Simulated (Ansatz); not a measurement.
# KNiF3: the cost of one run

All numbers are computed with Ansatz 0.2.0 through its Python package. Level of theory: DFT PBEsol, plane waves, PAW.

The COD entry's cell or inner coordinates are ideal or old and differ from later refinements, so a difference from it is no clean test against experiment.

**1. The structure**

It takes space group Pm-3m (No. 221, cubic). The conventional cell has a = 4.000 Å, b = 4.000 Å, c = 4.000 Å, α = 90.00°, β = 90.00°, γ = 90.00°. K (site symmetry m-3m) is surrounded by 12 F at 2.83 Å. Around Ni (site symmetry m-3m) lie 6 F at 2.00 Å. F (site symmetry 4/mmm) is surrounded by 2 Ni at 2.00 Å and 4 K at 2.83 Å.

The script holds or builds the structure itself.

**2. The code**

Contents of ecut.py:

```python
import warnings

import ansatz as az
from ase import Atoms
from tabulate import tabulate

warnings.simplefilter('ignore', az.DeckWarning)

atoms = Atoms(
    ['K', 'Ni', 'F', 'F', 'F'],
    scaled_positions=[
        [0.0, 0.0, 0.0],
        [0.5, 0.5, 0.5],
        [0.5, 0.5, 0.0],
        [0.0, 0.5, 0.5],
        [0.5, 0.0, 0.5],
    ],
    cell=[
        [4.0, 0.0, 0.0],
        [0.0, 4.0, 0.0],
        [0.0, 0.0, 4.0],
    ],
    pbc=True,
)
atoms.set_initial_magnetic_moments([0.0, 1.0, 0.0, 0.0, 0.0])
cell = az.Crystal.from_ase(atoms)

calc = (
    cell.calculation()
    .occupations(az.OccupationsMethod.FERMI_DIRAC, width=0.1)
    .kpoints(7, 7, 7)
    .functional('pbesol')
    .spin('collinear')
    .forces()
    .stress()
)

rows = []
for value in [250, 300, 350, 400, 450, 500]:
    report = calc.basis(value).run(threads=1).report
    rows.append((value, report['free_energy_ev'] / len(report['lattice']['sites']), report['n_iterations'], sum(report['stress_gpa'][i][i] for i in range(3)) / 3, max(abs(f) for row in report['forces_ev_ang'] for f in row), report['magnetization_mub'], report['n_pw']))

print(tabulate(rows, headers=['cutoff (eV)', 'F/atom (eV)', 'iterations', 'P (GPa)', 'max component (eV/A)', 'moment (muB)', 'plane waves'], floatfmt='.4f', tablefmt='grid'))

for row in rows[:-1]:
    shift = 1000 * (row[1] - rows[-1][1])
    print(f'{row[0]}: {shift:+.2f} meV/atom' + ('  (within 1 meV)' if abs(shift) < 1 else ''))
```

**3. Running it**

Launch:

```sh
$ python ecut.py
```

What time and memory should one allow on 1 thread of Arm Neoverse N1, shared host?

About 70 s, with a peak of 0.48 GiB.
